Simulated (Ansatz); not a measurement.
# CH₃BF₂O: basis-set convergence

One table from this session's results is given with a row withheld; the runs are named, their logs left out.

Program: Ansatz 0.2.0, Gaussian basis. Level of theory: one geometry, several basis sets. These are calculated values, not measurements.

Plan: PBE0-D4/def2-SVP; ωB97M-V/def2-SVP; PBE0-D4/def2-QZVPP; ωB97M-V/def2-QZVPP; the functionals' def2-TZVPP values are taken from earlier runs.

**The relaxed structure**

All runs share one geometry, relaxed beforehand with PBE0-D4 in a triple-zeta def2 set.

SMILES `OB(F)CF`, 8 atoms, charge 0, spin multiplicity 1.

Atoms are counted from 1 here; the program's logs count them from 0.

Bond lengths: O1–B2 1.342 Å, O1–H6 0.963 Å, B2–F3 1.327 Å, B2–C4 1.578 Å, C4–F5 1.396 Å, C4–H7 1.095 Å, C4–H8 1.095 Å. Angles: B2–O1–H6 111.4°, O1–B2–F3 118.5°, O1–B2–C4 122.4°, F3–B2–C4 119.1°, B2–C4–F5 109.9°, B2–C4–H7 111.7°, B2–C4–H8 111.7°, F5–C4–H7 108.1°, F5–C4–H8 108.1°, H7–C4–H8 107.1°.

As a file:

```xyz
8

O    -0.8975    0.5760    1.3219
B     0.1384   -0.0893    0.7865
F     1.0179   -0.6555    1.6026
C     0.3447   -0.2204   -0.7727
F    -0.6844    0.4399   -1.4465
H    -1.4694    0.9436    0.6398
H     1.2968    0.2162   -1.0932
H     0.3456   -1.2676   -1.0942
```

The first run:

Input file in.yaml:

```yaml
crystal:
  periodic: [false, false, false]
  atoms:
    - {symbol: O, position_ang: [-0.897524, 0.575962, 1.321875]}
    - {symbol: B, position_ang: [0.138355, -0.089293, 0.786480]}
    - {symbol: F, position_ang: [1.017926, -0.655468, 1.602650]}
    - {symbol: C, position_ang: [0.344666, -0.220410, -0.772704]}
    - {symbol: F, position_ang: [-0.684447, 0.439880, -1.446472]}
    - {symbol: H, position_ang: [-1.469397, 0.943566, 0.639773]}
    - {symbol: H, position_ang: [1.296844, 0.216151, -1.093196]}
    - {symbol: H, position_ang: [0.345577, -1.267588, -1.094206]}
basis:
  gaussian: {orbitals: def2-SVP}
hamiltonian: {xc: pbe0, dispersion: d4}
output: {orbitals: {seedname: orbitals}}
```

Started as:

```console
$ ansatz run in.yaml --threads 2 --pin off --events-out ev --progress --plain --max-ram 4352MiB
```

Among the steps run: PBE0-D4 in def2-SVP; ωB97M-V in def2-SVP; PBE0-D4 in def2-QZVPP; ωB97M-V in def2-QZVPP.

One table of the session follows, with a row left open; its other results are not shown here.

It belongs to the step «Functionals by basis». 

| functional | basis | HOMO (eV) | LUMO (eV) |
| --- | --- | --- | --- |
| PBE0-D4 | def2-SVP | -9.17 | 0.86 |
| PBE0-D4 | def2-TZVPP | ? | ? |
| PBE0-D4 | def2-QZVPP | -9.41 | 0.39 |
| ωB97M-V | def2-SVP | -11.55 | 3.04 |
| ωB97M-V | def2-TZVPP | -11.77 | 1.91 |
| ωB97M-V | def2-QZVPP | -11.82 | 1.53 |

Estimate the missing values for PBE0-D4, def2-TZVPP.

The run gave: HOMO (eV): -9.37; LUMO (eV): 0.63. In the column «HOMO (eV)» it lies between PBE0-D4, def2-QZVPP (-9.41) and PBE0-D4, def2-SVP (-9.17).
